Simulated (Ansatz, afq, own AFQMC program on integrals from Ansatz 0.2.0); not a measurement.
# AlH3Br (doublet): quantum Monte Carlo beside coupled cluster at distance Al1–H4 along a hydrogen transfer = 1.920 Å, cc-pVTZ

Aim: compute AlH3Br (doublet) with auxiliary-field quantum Monte Carlo on the same integrals as coupled cluster, and set the energies side by side.

Program: Ansatz 0.2.0, Gaussian basis, and an in-house AFQMC program (afq) on its integrals; all values are calculated. Level of theory: cc-pVTZ, frozen cores. These are calculated values, not measurements.

Plan: PBE (unrestricted); CCSD(T) on UHF; CCSD(T) on UHF; r2SCAN (unrestricted); CCSD(T) on UHF; PBE0 (unrestricted); B3LYP (unrestricted); wB97M-V (unrestricted); B2PLYP (unrestricted); Phaseless AFQMC, CISD trial on UHF.

**1. The geometry**

The geometry derives from fragments relaxed apart (PBE0/def2-TZVP) and kept rigid, so it is no stationary point. A hydrogen atom is moved between rigid fragments. No spin-orbit coupling is included. The filled d shell of Br may be among the frozen orbitals whatever the setting's name suggests; the logs give the count.

5 atoms, charge 0, spin multiplicity 2.

Atoms are counted from 1 here; the program's logs count them from 0.

Bond lengths: Al1–H2 1.586 Å, Al1–H3 1.586 Å, Al1–H4 1.920 Å, H4–Br5 1.663 Å. Angles: H2–Al1–H3 120.0°, H2–Al1–H4 120.0°, H3–Al1–H4 120.0°, Al1–H4–Br5 180.0°.

As a file:

```tsv
atom	x (Å)	y (Å)	z (Å)
Al1	-2.6079	0.0000	0.0000
H2	-3.4008	1.3734	0.0000
H3	-3.4008	-1.3734	0.0000
H4	-0.6879	0.0000	0.0000
Br5	0.9751	0.0000	0.0000
```

**2. PBE (unrestricted)**

in.yaml

```yaml
crystal:
  periodic: [false, false, false]
  atoms:
    - {symbol: Al, position_ang: [-2.607902, 0.000000, 0.000000]}
    - {symbol: H, position_ang: [-3.400826, 1.373384, 0.000000]}
    - {symbol: H, position_ang: [-3.400826, -1.373384, 0.000000]}
    - {symbol: H, position_ang: [-0.687902, 0.000000, 0.000000]}
    - {symbol: Br, position_ang: [0.975098, 0.000000, 0.000000]}
basis:
  gaussian: {orbitals: cc-pVTZ}
magnetization: {spin_polarized: true, initial_magnetization: 1}
hamiltonian: {xc: {name: PBE}}
output: {orbitals: {seedname: orbitals}}
```

The run is started by

```console
$ ansatz run in.yaml --threads 1 --pin off --events-out ev --progress --plain --max-ram 5632MiB --backend cpu
```

What it wrote:

```text
Functional definition: PBE
  name "PBE"
  cite "Perdew, Burke & Ernzerhof, Phys. Rev. Lett. 77, 3865 (1996) doi:10.1103/PhysRevLett.77.3865"
  parent pbe
  parameter kappa = 0.804
  parameter beta = 0.06672455060314922
  exchange = pbe_x(kappa = kappa, mu = beta*pi^2/3)
  correlation = pbe_c(beta = beta)
827 factors; their error is unknown
mean field evaluation 1: about -76676.3920 eV, gradient 1.2e1 eV
mean field evaluation 2: about -76676.9772 eV, gradient 8.2e0 eV
mean field evaluation 4: about -76677.4748 eV, gradient 7.6e-1 eV
mean field evaluation 8: about -76677.4679 eV, gradient 1.2e-1 eV
mean field evaluation 16: about -76677.4679 eV, gradient 1.5e-5 eV
mean field -76677.46794830 eV, -2817.8449732457 hartree, gradient 1.5e-5 eV, S^2 0.752203; 0 other end points of the search recorded, 0 dependent functions left out
reference -76677.46799072 eV, -2817.8449748045 hartree; 26, 25 occupied and 93, 94 virtual orbitals, 827 factors
Total energy: -76677.46799072 eV, -2817.8449748045 hartree
```

Wall time 2.7 s (1 thread of AMD EPYC 7R13 (Zen 3), shared host); peak memory 2 GiB.

From the report: ⟨S²⟩ of the determinant 0.752 (pure doublet: 0.75).

**3. CCSD(T) on UHF**

Edit in.yaml of step 2 so:

```diff
@@ -11,3 +11,2 @@
 magnetization: {spin_polarized: true, initial_magnetization: 1}
-hamiltonian: {xc: {name: PBE}}
-output: {orbitals: {seedname: orbitals}}
+correlation: {method: ccsd_t, electrons: outside_noble_gas, hamiltonian_folder: ham}
```

The run is started by

```console
$ ansatz run in.yaml --threads 1 --pin off --events-out ev --progress --plain --max-ram 16896MiB --backend cuda --devices 0, --max-vram 18GiB
```

What it wrote, shortened:

```text
Functional definition: HF
  name "HF"
  cite "Fock, Z. Phys. 61, 126 (1930) doi:10.1007/BF01340294"
  parent pbe
[...]
725 factors; integrals over basis functions are off by at most 1.4e-3 eV
[...]
mean field -76629.28372491 eV, -2816.0742356965 hartree, gradient 1.8e-6 eV, S^2 0.779827; 2 other end points of the search recorded, 0 dependent functions left out
determinant -76629.28372491 eV, -2816.0742356965 hartree, with singles and doubles -76637.25198247 eV, -2816.3670637605 hartree
determinant -76626.72242320 eV, -2815.9801095948 hartree, with singles and doubles -76634.65752588 eV, -2816.2717192394 hartree
determinant -76626.70801265 eV, -2815.9795800168 hartree, with singles and doubles -76634.64155529 eV, -2816.2711323310 hartree
19 core orbitals not correlated: weight in the atoms' cores, before any rotation towards them, 1.000 or more for the frozen orbitals, at most 0.000 for the correlated occupied ones
reference -76629.28372491 eV, -2816.0742356965 hartree; 7, 6 occupied and 93, 94 virtual orbitals, 725 factors
second order -6.81202832 eV of doubles, -0.00000000 eV of singles
cycle   1  -7.84601570 eV  change   -3.5e-1 eV  update   2.0e-2
[...]
cycle   9  -7.85969736 eV  change    1.2e-6 eV  update   8.5e-6
perturbative correction -0.25232614 eV, -0.0092728145 hartree
Total energy: -76637.39574841 eV, -2816.3723470614 hartree
```

It took 3.1 s on 1 × NVIDIA H100 80GB HBM3 with 1 thread of AMD EPYC 7R13 (Zen 3), shared host; peak host memory 2 GiB.

From the report: ⟨S²⟩ of the determinant 0.780 (pure doublet: 0.75); correlation -8.1120 eV; T1 0.014; largest double amplitude 0.04.

This run also writes the integrals to the folder ham.

**4. CCSD(T) on UHF**

Edit in.yaml of step 3 so:

```diff
@@ -9,4 +9,4 @@
 basis:
-  gaussian: {orbitals: cc-pVTZ}
+  gaussian: {orbitals: def2-TZVPP}
 magnetization: {spin_polarized: true, initial_magnetization: 1}
-correlation: {method: ccsd_t, electrons: outside_noble_gas, hamiltonian_folder: ham}
+correlation: {method: ccsd_t, electrons: outside_noble_gas}
```

The command is unchanged.

What it wrote, shortened:

```text
Functional definition: HF
  name "HF"
  cite "Fock, Z. Phys. 61, 126 (1930) doi:10.1007/BF01340294"
  parent pbe
[...]
808 factors; integrals over basis functions are off by at most 1.4e-3 eV
[...]
mean field -76627.92152487 eV, -2816.0241757683 hartree, gradient 5.1e-6 eV, S^2 0.779896; 2 other end points of the search recorded, 0 dependent functions left out
determinant -76627.92152487 eV, -2816.0241757683 hartree, with singles and doubles -76635.92216946 eV, -2816.3181940340 hartree
determinant -76625.35720320 eV, -2815.9299386851 hartree, with singles and doubles -76633.31960893 eV, -2816.2225516986 hartree
determinant -76625.34267402 eV, -2815.9294047475 hartree, with singles and doubles -76633.30276647 eV, -2816.2219327496 hartree
19 core orbitals not correlated: weight in the atoms' cores, before any rotation towards them, 1.000 or more for the frozen orbitals, at most 0.000 for the correlated occupied ones
reference -76627.92152487 eV, -2816.0241757683 hartree; 7, 6 occupied and 106, 107 virtual orbitals, 808 factors
second order -6.84407643 eV of doubles, -0.00000000 eV of singles
cycle   1  -7.87169544 eV  change   -3.6e-1 eV  update   2.0e-2
[...]
cycle   9  -7.88565247 eV  change    1.3e-6 eV  update   8.7e-6
perturbative correction -0.25738718 eV, -0.0094588042 hartree
Total energy: -76636.06456451 eV, -2816.3234269556 hartree
```

It took 2.9 s on 1 × NVIDIA H100 80GB HBM3 with 1 thread of AMD EPYC 7R13 (Zen 3), shared host; peak host memory 2 GiB.

From the report: ⟨S²⟩ of the determinant 0.780 (pure doublet: 0.75); correlation -8.1430 eV; T1 0.014; largest double amplitude 0.03.

**5. r2SCAN (unrestricted)**

Edit in.yaml of step 4 so:

```diff
@@ -9,4 +9,4 @@
 basis:
-  gaussian: {orbitals: def2-TZVPP}
+  gaussian: {orbitals: cc-pVTZ}
 magnetization: {spin_polarized: true, initial_magnetization: 1}
-correlation: {method: ccsd_t, electrons: outside_noble_gas}
+hamiltonian: {xc: {name: r2SCAN}}
```

The run is started by

```console
$ ansatz run in.yaml --threads 1 --pin off --events-out ev --progress --plain --max-ram 5632MiB --backend cpu
```

What it wrote:

```text
Functional definition: r2SCAN
  name "r2SCAN"
  cite "Furness, Kaplan, Ning, Perdew & Sun, J. Phys. Chem. Lett. 11, 8208 (2020) doi:10.1021/acs.jpclett.0c02405"
  cite "Furness, Kaplan, Ning, Perdew & Sun, J. Phys. Chem. Lett. 11, 9248 (2020) doi:10.1021/acs.jpclett.0c03077"
  parent r2scan
  parameter k0 = 0.174
  parameter k1 = 0.065
  parameter a1 = 4.9479
  exchange = r2scan_x(k0 = k0, k1 = k1, a1 = a1)
  correlation = r2scan_c
827 factors; their error is unknown
mean field evaluation 1: about -76689.9678 eV, gradient 9.9e0 eV
mean field evaluation 2: about -76690.4347 eV, gradient 6.5e0 eV
mean field evaluation 4: about -76690.7143 eV, gradient 6.4e-1 eV
mean field evaluation 8: about -76690.7050 eV, gradient 1.3e-1 eV
mean field evaluation 16: about -76690.7051 eV, gradient 7.9e-5 eV
mean field -76690.70508212 eV, -2818.3314289410 hartree, gradient 7.9e-5 eV, S^2 0.755449; 0 other end points of the search recorded, 0 dependent functions left out
reference -76690.70509789 eV, -2818.3314295205 hartree; 26, 25 occupied and 93, 94 virtual orbitals, 827 factors
Total energy: -76690.70509789 eV, -2818.3314295205 hartree
```

It took 7 s on 1 thread of AMD EPYC 7R13 (Zen 3), shared host; peak memory 2 GiB.

From the report: ⟨S²⟩ of the determinant 0.755 (pure doublet: 0.75).

**6. CCSD(T) on UHF**

Edit in.yaml of step 5 so:

```diff
@@ -9,4 +9,4 @@
 basis:
-  gaussian: {orbitals: cc-pVTZ}
+  gaussian: {orbitals: "def2-QZVPP.json"}
 magnetization: {spin_polarized: true, initial_magnetization: 1}
-hamiltonian: {xc: {name: r2SCAN}}
+correlation: {method: ccsd_t, electrons: outside_noble_gas}
```

The run is started by

```console
$ ansatz run in.yaml --threads 1 --pin off --events-out ev --progress --plain --max-ram 16896MiB --backend cuda --devices 0, --max-vram 18GiB
```

What it wrote, shortened:

```text
Functional definition: HF
  name "HF"
  cite "Fock, Z. Phys. 61, 126 (1930) doi:10.1007/BF01340294"
  parent pbe
[...]
1512 factors; integrals over basis functions are off by at most 1.1e-3 eV
[...]
mean field -76629.47923332 eV, -2816.0814204981 hartree, gradient 4.2e-6 eV, S^2 0.780271; 2 other end points of the search recorded, 0 dependent functions left out
determinant -76629.47923332 eV, -2816.0814204981 hartree, with singles and doubles -76638.14401661 eV, -2816.3998454108 hartree
determinant -76626.91690126 eV, -2815.9872565316 hartree, with singles and doubles -76635.52548658 eV, -2816.3036162071 hartree
determinant -76626.90352816 eV, -2815.9867650793 hartree, with singles and doubles -76635.51290971 eV, -2816.3031540156 hartree
19 core orbitals not correlated: weight in the atoms' cores, before any rotation towards them, 1.000 or more for the frozen orbitals, at most 0.000 for the correlated occupied ones
reference -76629.47923332 eV, -2816.0814204981 hartree; 7, 6 occupied and 223, 224 virtual orbitals, 1512 factors
second order -7.48672206 eV of doubles, -0.00000000 eV of singles
cycle   1  -8.43260660 eV  change   -7.6e-1 eV  update   2.4e-2
[...]
cycle   9  -8.45822881 eV  change    9.1e-6 eV  update   1.1e-5
perturbative correction -0.30485769 eV, -0.0112033136 hartree
Total energy: -76638.24231982 eV, -2816.4034579871 hartree
```

Run time: 6.5 s. Hardware: 1 × NVIDIA H100 80GB HBM3 with 1 thread of AMD EPYC 7R13 (Zen 3), shared host; peak host memory 2 GiB.

From the report: ⟨S²⟩ of the determinant 0.780 (pure doublet: 0.75); correlation -8.7631 eV; T1 0.014; largest double amplitude 0.03.

**7. PBE0 (unrestricted)**

Edit in.yaml of step 6 so:

```diff
@@ -9,4 +9,5 @@
 basis:
-  gaussian: {orbitals: "def2-QZVPP.json"}
+  gaussian: {orbitals: cc-pVTZ}
 magnetization: {spin_polarized: true, initial_magnetization: 1}
-correlation: {method: ccsd_t, electrons: outside_noble_gas}
+hamiltonian: {xc: {name: PBE0}}
+output: {orbitals: {seedname: orbitals}}
```

The run is started by

```console
$ ansatz run in.yaml --threads 1 --pin off --events-out ev --progress --plain --max-ram 5632MiB --backend cpu
```

What it wrote:

```text
Functional definition: PBE0
  name "PBE0"
  cite "Adamo & Barone, J. Chem. Phys. 110, 6158 (1999) doi:10.1063/1.478522"
  cite "Perdew, Burke & Ernzerhof, Phys. Rev. Lett. 77, 3865 (1996) doi:10.1103/PhysRevLett.77.3865"
  parent pbe
  parameter a = 0.25
  parameter kappa = 0.804
  parameter beta = 0.06672455060314922
  exchange = (1 - a)*pbe_x(kappa = kappa, mu = beta*pi^2/3) + a*exact_x
  correlation = pbe_c(beta = beta)
878 factors; their error is unknown
mean field evaluation 1: about -76679.7883 eV, gradient 8.4e0 eV
mean field evaluation 2: about -76680.1060 eV, gradient 5.8e0 eV
mean field evaluation 4: about -76680.3170 eV, gradient 3.5e-1 eV
mean field evaluation 8: about -76680.5594 eV, gradient 1.7e-1 eV
mean field evaluation 16: about -76680.5595 eV, gradient 8.5e-5 eV
mean field -76680.55949156 eV, -2817.9585853648 hartree, gradient 8.5e-5 eV, S^2 0.755286; 0 other end points of the search recorded, 0 dependent functions left out
reference -76680.55952359 eV, -2817.9585865419 hartree; 26, 25 occupied and 93, 94 virtual orbitals, 878 factors
Total energy: -76680.55952359 eV, -2817.9585865419 hartree
```

Run time: 3.6 s. Hardware: 1 thread of AMD EPYC 7R13 (Zen 3), shared host; peak memory 2 GiB.

From the report: ⟨S²⟩ of the determinant 0.755 (pure doublet: 0.75).

**8. B3LYP (unrestricted)**

Edit in.yaml of step 7 so:

```diff
@@ -11,3 +11,2 @@
 magnetization: {spin_polarized: true, initial_magnetization: 1}
-hamiltonian: {xc: {name: PBE0}}
-output: {orbitals: {seedname: orbitals}}
+hamiltonian: {xc: {name: B3LYP}}
```

The command is unchanged.

What it wrote, shortened:

```text
Functional definition: B3LYP
  name "B3LYP"
  cite "Stephens, Devlin, Chabalowski & Frisch, J. Phys. Chem. 98, 11623 (1994) doi:10.1021/j100096a001"
  cite "Becke, Phys. Rev. A 38, 3098 (1988) doi:10.1103/PhysRevA.38.3098"
  cite "Lee, Yang & Parr, Phys. Rev. B 37, 785 (1988) doi:10.1103/PhysRevB.37.785"
  cite "Vosko, Wilk & Nusair, Can. J. Phys. 58, 1200 (1980) doi:10.1139/p80-159"
[...]
869 factors; their error is unknown
[...]
mean field -76693.53186698 eV, -2818.4353113686 hartree, gradient 1.3e-5 eV, S^2 0.753826; 0 other end points of the search recorded, 0 dependent functions left out
reference -76693.53212160 eV, -2818.4353207257 hartree; 26, 25 occupied and 93, 94 virtual orbitals, 869 factors
Total energy: -76693.53212160 eV, -2818.4353207257 hartree
```

Run time: 3.7 s. Hardware: 1 thread of AMD EPYC 7R13 (Zen 3), shared host; peak memory 2 GiB.

From the report: ⟨S²⟩ of the determinant 0.754 (pure doublet: 0.75).

**9. wB97M-V (unrestricted)**

Edit in.yaml of step 8 so:

```diff
@@ -11,2 +11,3 @@
 magnetization: {spin_polarized: true, initial_magnetization: 1}
-hamiltonian: {xc: {name: B3LYP}}
+hamiltonian: {xc: {name: wB97M-V}}
+output: {orbitals: {seedname: orbitals}}
```

The command is unchanged.

What it wrote, shortened:

```text
Functional definition: wB97M-V
  name "wB97M-V"
  cite "Mardirossian & Head-Gordon, J. Chem. Phys. 144, 214110 (2016) doi:10.1063/1.4952647"
  cite "Becke, J. Chem. Phys. 107, 8554 (1997) doi:10.1063/1.475007"
  cite "Vydrov & Van Voorhis, J. Chem. Phys. 133, 244103 (2010) doi:10.1063/1.3521275"
  # Of w^i u^j: cxij and so on, Table III.
[...]
  gx(w, u) = 1 - cx + cx01*u + cx10*w
  gss(w, u) = css00 + css04*u^4 + css10*w + css20*w^2 + css43*w^4*u^3
  gos(w, u) = cos00 + cos10*w + (cos20 + cos21*u)*w^2 + (cos60 + cos61*u)*w^6
[...]
      + integral(e_c_pw_mod_opposite_spin*gos(b97_w_opposite, b97_u_opposite)) + vv10(b, c)
849 factors; their error is unknown
177 factors; integrals over basis functions are off by at most 4.2e-5 eV
[...]
mean field -76686.99420553 eV, -2818.1950567417 hartree, gradient 4.7e-5 eV, S^2 0.754625; 0 other end points of the search recorded, 0 dependent functions left out
reference -76686.99425405 eV, -2818.1950585246 hartree; 26, 25 occupied and 93, 94 virtual orbitals, 849 factors
Total energy: -76686.99425405 eV, -2818.1950585246 hartree
```

Run time: 13 s. Hardware: 1 thread of AMD EPYC 7R13 (Zen 3), shared host; peak memory 2 GiB.

From the report: ⟨S²⟩ of the determinant 0.755 (pure doublet: 0.75).

**10. B2PLYP (unrestricted)**

Edit in.yaml of step 9 so:

```diff
@@ -11,3 +11,3 @@
 magnetization: {spin_polarized: true, initial_magnetization: 1}
-hamiltonian: {xc: {name: wB97M-V}}
-output: {orbitals: {seedname: orbitals}}
+hamiltonian: {xc: {name: B2PLYP}}
+correlation: {electrons: outside_noble_gas}
```

Launched as before.

What it wrote, shortened:

```text
Functional definition: B2PLYP
  name "B2PLYP"
  cite "Grimme, J. Chem. Phys. 124, 034108 (2006) doi:10.1063/1.2148954"
  cite "Becke, Phys. Rev. A 38, 3098 (1988) doi:10.1103/PhysRevA.38.3098"
  cite "Lee, Yang & Parr, Phys. Rev. B 37, 785 (1988) doi:10.1103/PhysRevB.37.785"
[...]
725 factors; integrals over basis functions are off by at most 1.4e-3 eV
[...]
mean field -76674.90567055 eV, -2817.7508112751 hartree, gradient 2.9e-6 eV, S^2 0.761245; 0 other end points of the search recorded, 0 dependent functions left out
19 core orbitals not correlated: weight in the atoms' cores, before any rotation towards them, 1.000 or more for the frozen orbitals, at most 0.000 for the correlated occupied ones
reference -76674.90583239 eV, -2817.7508172224 hartree; 7, 6 occupied and 93, 94 virtual orbitals, 725 factors
second order -8.39396633 eV of doubles, -0.00000000 eV of singles
Total energy: -76677.17220330 eV, -2817.8341048171 hartree
```

Run time: 5.5 s. Hardware: 1 thread of AMD EPYC 7R13 (Zen 3), shared host; peak memory 2 GiB.

From the report: ⟨S²⟩ of the determinant 0.761 (pure doublet: 0.75).

**11. Phaseless AFQMC, CISD trial on UHF**

It reads the integrals that the CCSD(T) run on this determinant wrote.

The run is started by

```console
$ afq ham --method phaseless --trial cisd --walkers 900 --populations 20 --least-time 60 --time-step 0.005 --steps-per-block 50 --equilibration-blocks 28 --max-blocks 4000 --target-error 0.00021 --factor-cut 1e-05 --start spin_pure --seed 5027 --release-times 0.24,0.51,0.99,1.62,2.4 --release-step 0.03 --release-every 3 --taylor-order 6
```

What it wrote:

```text
orbitals 100  electrons 7 6  factors 657 of 725
reference energy -2816.07423570 Eh
CCSD correlation -0.28883867 Eh in 11 cycles, weight of the determinant in the CISD state 0.8629
energy of the start -2816.361616 Eh
 block  time / (1/Eh)  mean weight  energy / Eh
     1     0.250  0.9994  -2816.357441
     2     0.500  1.0004  -2816.360477
     3     0.750  0.9995  -2816.363995
     4     1.000  1.0002  -2816.366907
     5     1.250  1.0001  -2816.368997
     6     1.500  1.0003  -2816.370107
     7     1.750  1.0004  -2816.370527
     8     2.000  0.9997  -2816.372418
     9     2.250  0.9997  -2816.372076
    10     2.500  1.0009  -2816.371558
    11     2.750  1.0008  -2816.372730
    13     3.250  1.0003  -2816.372121
    15     3.750  0.9997  -2816.373544
    17     4.250  0.9997  -2816.373693
    19     4.750  0.9994  -2816.373782
    21     5.250  0.9998  -2816.376991
    23     5.750  1.0010  -2816.373822
    25     6.250  0.9996  -2816.373767
    27     6.750  1.0002  -2816.372968
    29     7.250  0.9995  -2816.373961
    31     7.750  1.0002  -2816.374749
    33     8.250  1.0000  -2816.373213
    35     8.750  1.0000  -2816.372575
    37     9.250  1.0000  -2816.374801
    39     9.750  0.9999  -2816.372472
    41    10.250  0.9998  -2816.372288
    43    10.750  0.9997  -2816.372828
    45    11.250  0.9995  -2816.374045
    47    11.750  0.9999  -2816.375740
    49    12.250  0.9999  -2816.373945
    51    12.750  0.9993  -2816.373976
    53    13.250  0.9999  -2816.372395
    55    13.750  0.9993  -2816.371689
    57    14.250  1.0000  -2816.373897
    59    14.750  1.0000  -2816.371416
    61    15.250  0.9998  -2816.373904
    63    15.750  1.0003  -2816.371976
    65    16.250  1.0006  -2816.372620
    67    16.750  0.9992  -2816.372493
    69    17.250  1.0000  -2816.373178
    71    17.750  1.0007  -2816.373025
    73    18.250  1.0006  -2816.374642
    75    18.750  1.0004  -2816.374233
    77    19.250  1.0006  -2816.373625
    79    19.750  0.9997  -2816.373414
    81    20.250  0.9993  -2816.375175
    83    20.750  0.9996  -2816.375874
    85    21.250  1.0004  -2816.374110
    87    21.750  0.9998  -2816.374849
    89    22.250  0.9997  -2816.374028
    91    22.750  1.0007  -2816.374481
    93    23.250  1.0000  -2816.374734
    95    23.750  1.0000  -2816.374334
    97    24.250  0.9996  -2816.374056
error from the spread of 20 populations
released: time / (1/Eh)  energy / Eh  error  mean overlap
  0.24  -2816.373724  0.000182  0.9989
  0.51  -2816.373733  0.000185  0.9974
  0.99  -2816.373921  0.000249  0.9836
  1.62  -2816.373742  0.000292  0.9815
  2.40  -2816.374244  0.000320  0.9669
energy -2816.373606 +/- 0.000204 Eh
```

Run time: 56 s. Hardware: 1 × NVIDIA H100 80GB HBM3 with 2 threads of AMD EPYC 7R13 (Zen 3), shared host; peak host memory 2 GiB.

Energy -76637.4300 ± 0.0056 eV. Caveats: constraint bias not in the error.

**12. AFQMC on the ladder**

On the UHF determinant, counted from CCSD(T) (a yardstick, not exact):

```tsv
level	energy (eV)	from CCSD(T) (kcal/mol)	statistical error (kcal/mol)	time
HF	-76629.2837	+187.07		
MP2	-76636.0958	+29.98		
CCSD	-76637.1434	+5.82		
CCSD(T)	-76637.3957	0.00		
Phaseless AFQMC, CISD trial, step 0.005, 900 walkers	-76637.4300	-0.79	0.13	56 s
```

The functionals' totals stand on their own zeros and serve differences with other points: PBE -76677.468 eV; r2SCAN -76690.705 eV; PBE0 -76680.560 eV; B3LYP -76693.532 eV; wB97M-V -76686.994 eV; B2PLYP -76677.172 eV.

**13. Outcome**

| quantity | value |
| --- | --- |
| Phaseless AFQMC, CISD trial on UHF from CCSD(T) | -0.79 ± 0.13 kcal/mol |

In words: On UHF the phaseless walk with the CISD trial lies -0.79 kcal/mol from CCSD(T), 6 times its error bar. Error bars are statistical and leave out the constraint, the time step and what remains of the start.
